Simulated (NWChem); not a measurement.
# CH3O (SMILES C[O]): UB3LYP/aug-pcseg-1

What is the electronic atomisation energy of CH3O at UB3LYP/aug-pcseg-1? 

The results are computed with NWChem 7.3.0.

## Step 1: Starting point

CH3O has 5 atoms, charge 0, and is taken as a doublet. As SMILES, `C[O]`. Geometry: relaxed at PBE0-D4/def2-TZVP.

Bond lengths: C1–O2 1.355 Å, C1–H3 1.108 Å, C1–H4 1.100 Å, C1–H5 1.100 Å. Angles: O2–C1–H3 105.3°, O2–C1–H4 113.5°, O2–C1–H5 113.5°, H3–C1–H4 106.2°, H3–C1–H5 106.2°, H4–C1–H5 111.5°.

## Step 2: A single-point energy at UB3LYP/aug-pcseg-1 (run 1)

ch3o.nw reads:

```
start ch3o
memory stack 880 mb heap 220 mb global 1100 mb
geometry units angstrom noautosym nocenter noautoz
   C       -0.000300       0.051900       0.013800
   O        0.981100      -0.843300      -0.254000
   H       -0.948700      -0.508200      -0.108100
   H       -0.041600       0.884500      -0.703800
   H        0.009500       0.415200       1.052100
end
basis spherical bse
   * library aug-pcseg-1
end
dft
   xc b3lyp
   mult 2
   grid fine
   convergence energy 1e-08
   maxiter 100
   mulliken
   print low
end
task dft energy
```

Run with:

```console
$ nwchem ch3o.nw > ch3o.out
```

Log:

```text
[...]
 d= 0,ls=0.0,diis     1   -114.9664185577 -1.50D+02  9.44D-03  9.65D-02     1.0
[...]
 d= 0,ls=0.0,diis    11   -115.0416002878 -2.91D-09  1.96D-07  1.03D-10     9.1
[...]
         Total DFT energy =     -115.041600287775
      One electron energy =     -224.531203482646
           Coulomb energy =       90.010087615270
    Exchange-Corr. energy =      -15.063914800857
 Nuclear repulsion energy =       34.543430380458
[...]
      Total Density - Mulliken Population Analysis
     ---------------------------------------------
    Atom       Charge   Shell Charges
 -----------   ------   -------------------------------------------------------
    1 C    6     5.84   1.99  0.74  0.31  0.08  2.12  0.59 -0.01  0.06 -0.03
    2 O    8     8.67   2.00  0.94  1.00  0.11  2.80  1.64  0.14  0.01  0.04
    3 H    1     0.83   0.75  0.04 -0.01  0.02  0.03
    4 H    1     0.83   0.78  0.03 -0.01  0.02  0.01
    5 H    1     0.83   0.78  0.03 -0.01  0.02  0.01
[...]
      <S2> =      0.7537 (Exact =     0.7500)
[...]
```

Run time: 9.9 s. Hardware: 1 thread of Intel Xeon Platinum 8559C (Emerald Rapids), shared host; peak memory 0.11 GiB.

## Step 3: The C atom, same level (run 2)

c.xyz reads:

```xyz
1
C B3LYP
C      0.000000     0.000000     0.000000
```

c.nw reads:

```
START c
TITLE "C B3LYP"
memory 2200 mb
GEOMETRY units angstroms noautosym nocenter noautoz
 load c.xyz
END
BASIS spherical bse
 * library aug-pcseg-1
END
DFT
 xc b3lyp
 mult 3
 grid fine
 convergence energy 1e-08
 iterations 100
 mulliken
 print low
END
TASK dft
```

Run the same way, it converges to -37.84284 Eh (log not shown).

Run 3 isn't shown in full; the table further down has it.

## Step 4: The O atom at the same level (run 4)

nw.nw reads:

```
start nw
memory stack 880 mb heap 220 mb global 1100 mb

geometry noautosym nocenter noautoz
  O      0.000000     0.000000     0.000000
end

basis spherical bse
  O library aug-pcseg-1
end

dft
  xc b3lyp
  mult 3
  grid fine
  convergence energy 1e-08
  iterations 100
  mulliken
  print low
end

task dft
```

Run with:

```console
$ nwchem nw.nw > nw.out
```

Log:

```text
[...]
 d= 0,ls=0.0,diis     1    -75.0272000010 -7.50D+01  1.18D-02  9.89D-02     0.1
[...]
 d= 0,ls=0.0,diis     7    -75.0547304772 -1.42D-10  4.40D-08  4.23D-12     0.3
[...]
         Total DFT energy =      -75.054730477233
      One electron energy =     -103.121731279708
           Coulomb energy =       36.526767437121
    Exchange-Corr. energy =       -8.459766634646
 Nuclear repulsion energy =        0.000000000000
[...]
      Total Density - Mulliken Population Analysis
     ---------------------------------------------
    Atom       Charge   Shell Charges
 -----------   ------   -------------------------------------------------------
    1 O    8     8.00   2.00  1.00  0.98  0.02  2.61  1.34  0.06  0.00  0.00
     --------------------------------------------
      Spin Density - Mulliken Population Analysis
     --------------------------------------------
    Atom       Charge   Shell Charges
 -----------   ------   -------------------------------------------------------
    1 O    8     2.00  -0.00  0.04 -0.03 -0.01  1.38  0.61  0.00  0.00  0.00
[...]
      <S2> =      2.0036 (Exact =     2.0000)
[...]
```

It took 0.82 s on 1 thread of Intel Xeon Platinum 8559C (Emerald Rapids), shared host; peak memory 0.11 GiB.

## Step 5: All runs side by side

```
run  partner  energy (Eh)   ⟨S²⟩  wall time
  1     base  -115.041600  0.754      9.9 s
  2    atoms   -37.842844  2.003     0.78 s
  3    atoms    -0.501577  0.750      0.6 s
  4    atoms   -75.054730  2.004     0.82 s
```

## Step 6: What came out

At UB3LYP/aug-pcseg-1:

| quantity | value |
| --- | --- |
| O atom: total energy | -75.05473 Eh |
| O atom: ⟨S²⟩ | 2.004 |
| electronic atomisation energy | 17.396 eV |

**Reading.** Taking the molecule apart into free atoms costs 17.40 eV (401 kcal/mol), before zero-point energy and without spin-orbit coupling. All runs together took 12 s, the longest 9.9 s.
